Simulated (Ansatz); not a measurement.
# FGaH5N: rigid torsion scan from a Python script

Wanted for FGaH5N: a rigid torsion scan.

All numbers are computed with Ansatz 0.2.0 through its Python package. Level of theory: PBE/def2-SVP.

**1. The structure**

Bond lengths: N1–Ga2 1.911 Å, Ga2–F3 1.791 Å, N1–H4 1.044 Å, N1–H5 1.044 Å, N1–H6 1.044 Å, Ga2–H7 1.610 Å, Ga2–H8 1.610 Å. Angles: N1–Ga2–F3 109.4°, N1–Ga2–H7 109.4°, N1–Ga2–H8 109.4°, F3–Ga2–H7 109.5°, F3–Ga2–H8 109.5°, H7–Ga2–H8 109.5°, Ga2–N1–H4 109.8°, Ga2–N1–H5 109.9°, Ga2–N1–H6 109.9°, H4–N1–H5 109.1°, H4–N1–H6 109.1°, H5–N1–H6 109.1°.

The script holds or builds the structure itself.

**2. The script**

The input, torsion_fgah5n.py:

```python
'''Energy of FGaH5N as one group turns about a bond.'''

import ansatz as az
from ase import Atoms


def main() -> None:
    atoms = Atoms(['N', 'Ga', 'F', 'H', 'H', 'H', 'H', 'H'], positions=[
        [1.0232, 0.0926, 0.086],
        [-0.8713, -0.1143, -0.056],
        [-1.571, 1.3303, -0.85],
        [1.4379, -0.7469, 0.5486],
        [1.4408, 0.1994, -0.8653],
        [1.2461, 0.9403, 0.6539],
        [-1.5034, -0.278, 1.4159],
        [-1.2023, -1.4234, -0.9332],
    ])

    # relax first, so that the scan starts from a minimum
    first = (
        az.Crystal.molecule_from_ase(atoms).calculation()
        .basis(gaussian='def2-SVP')
        .functional('PBE')
        .relax(force_tolerance=0.02, max_steps=80)  # relax until the tolerances are met
    )
    atoms.positions = first.run().report['positions_ang']

    start = atoms.get_dihedral(3, 0, 1, 2)
    energies = {}
    for turn in range(0, 360, 40):
        turned = atoms.copy()
        turned.set_dihedral(3, 0, 1, 2, start + turn, indices=[1, 2, 6, 7])
        setup = (
            az.Crystal.molecule_from_ase(turned).calculation()
            .basis(gaussian='def2-SVP')  # the orbital basis, by name
            .functional('PBE')
        )
        energies[round((start + turn) % 360)] = setup.run().report['free_energy_ev']
    floor = min(energies.values())
    print('dihedral H3-N0-Ga1-F2 (deg)   E - E(min) (kJ/mol)')
    for angle, e in sorted(energies.items()):
        print(f'{angle:8d} {96.485332 * (e - floor):14.3f}  ' + '#' * int(30 * (e - floor) / max(max(energies.values()) - floor, 1e-9)))


if __name__ == '__main__':
    main()
```

**3. The input behind the calls**

The package turns the script's settings into the engine's input (first run):

```yaml
crystal:
  periodic: [false, false, false]
  atoms:
    - { symbol: "N", position_ang: [1.0232, 0.0926, 0.086] }
    - { symbol: Ga, position_ang: [-0.8713, -0.1143, -0.056] }
    - { symbol: F, position_ang: [-1.571, 1.3303, -0.85] }
    - { symbol: H, position_ang: [1.4379, -0.7469, 0.5486] }
    - { symbol: H, position_ang: [1.4408, 0.1994, -0.8653] }
    - { symbol: H, position_ang: [1.2461, 0.9403, 0.6539] }
    - { symbol: H, position_ang: [-1.5034, -0.278, 1.4159] }
    - { symbol: H, position_ang: [-1.2023, -1.4234, -0.9332] }
basis:
  gaussian:
    orbitals: def2-SVP
hamiltonian:
  xc: pbe
relax:
  f_tol: 0.02
  max_steps: 80
```

**4. Launch**

Started as:

```sh
$ python torsion_fgah5n.py
```

Q: Predict the main results. Wanted: range of energy; lowest point, turn.

The runs gave:

| quantity | value |
| --- | --- |
| runs compared | 9 |
| range of energy | 0.035 eV |
| lowest point, turn (°) | 320 |

In words: The lowest point lies at a turn of 320°, the highest 0.035 eV (3.4 kJ/mol) above it at 160°. The grid can miss the true lowest and highest points, and the rest of the molecule is held rigid. Run 0: The relaxation took 6 moves; the largest shift is 0.274 Å, of atom 2 (Ga). The scan is rigid and the energies are electronic, in a modest basis. With rigid groups the curve can differ much from the relaxed path, the start wasn't checked as a minimum of this torsion, and equivalent turns needn't return to the same energy.
